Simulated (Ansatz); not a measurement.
# Ir: the cost of one run

Program: Ansatz 0.2.0. Level of theory: DFT PBEsol, scalar-relativistic. These are calculated values, not measurements.

2 further runs of the same task are left out: 2 set aside as unsound or not needed.

## 1. The system as given

Symmetry: Fm-3m, No. 225, cubic system. Conventional cell: a = 3.839 Å, b = 3.839 Å, c = 3.839 Å, α = 90.00°, β = 90.00°, γ = 90.00°. Ir (site symmetry m-3m) is surrounded by 12 Ir at 2.71 Å.

Structure file:

```cif
data_structure
_symmetry_space_group_name_H-M 'Fm-3m'
_symmetry_Int_Tables_number 225
_cell_length_a 3.8394
_cell_length_b 3.8394
_cell_length_c 3.8394
_cell_angle_alpha 90.000
_cell_angle_beta 90.000
_cell_angle_gamma 90.000
_cell_volume 56.60
loop_
_atom_site_label
_atom_site_type_symbol
_atom_site_symmetry_multiplicity
_atom_site_Wyckoff_symbol
_atom_site_fract_x
_atom_site_fract_y
_atom_site_fract_z
_atom_site_occupancy
Ir1 Ir 4 a 0.00000 0.00000 0.00000 1
```

The file gives the conventional cell by its symmetry; the runs use the cell typed in the input.

## 2. After the deformation

Space group Fm-3m before, I4/mmm after.

## 3. LAPW, all electrons

input.yaml

```yaml
crystal:
  lattice:
    - [0.0, 1.881306, 1.9197]
    - [1.881306, 0.0, 1.9197]
    - [1.881306, 1.881306, 0.0]
  atoms:
    - { symbol: Ir, position: [0.0, 0.0, 0.0] }
kpoints:
  mp_grid: { grid: [18, 18, 18] }
  band_path:
    path:
      - [0.0, 0.0, 0.0]
      - [0.0, 0.5, 0.5]
      - [0.25, 0.75, 0.5]
      - [0.0, 0.5, 0.0]
      - [0.0, 0.0, 0.0]
      - [0.5, 0.5, 0.0]
      - [0.37005, 0.62995, 0.0]
      - [-0.37005, 0.37005, 0.0]
      - [0.0, 0.0, 0.0]
    npoints: 5
scf:
  occupations: { method: fermi_dirac, width: 0.05 }
hamiltonian:
  xc: pbesol
  pseudopotentials: { kind: all_electron, lapw: { basis_error: 0.0005 } }
output:
  forces: true
  stress: true
  eigenvalues: true
```

Run with:

```
$ ansatz run input.yaml --threads 1 --pin off --max-ram 3072MiB --backend cpu --events-out ev --progress --plain --runs-dir out
```

What time and memory should one allow on 1 thread of Arm Neoverse V2, shared host?

About 58 s, with a peak of 0.8 GiB.
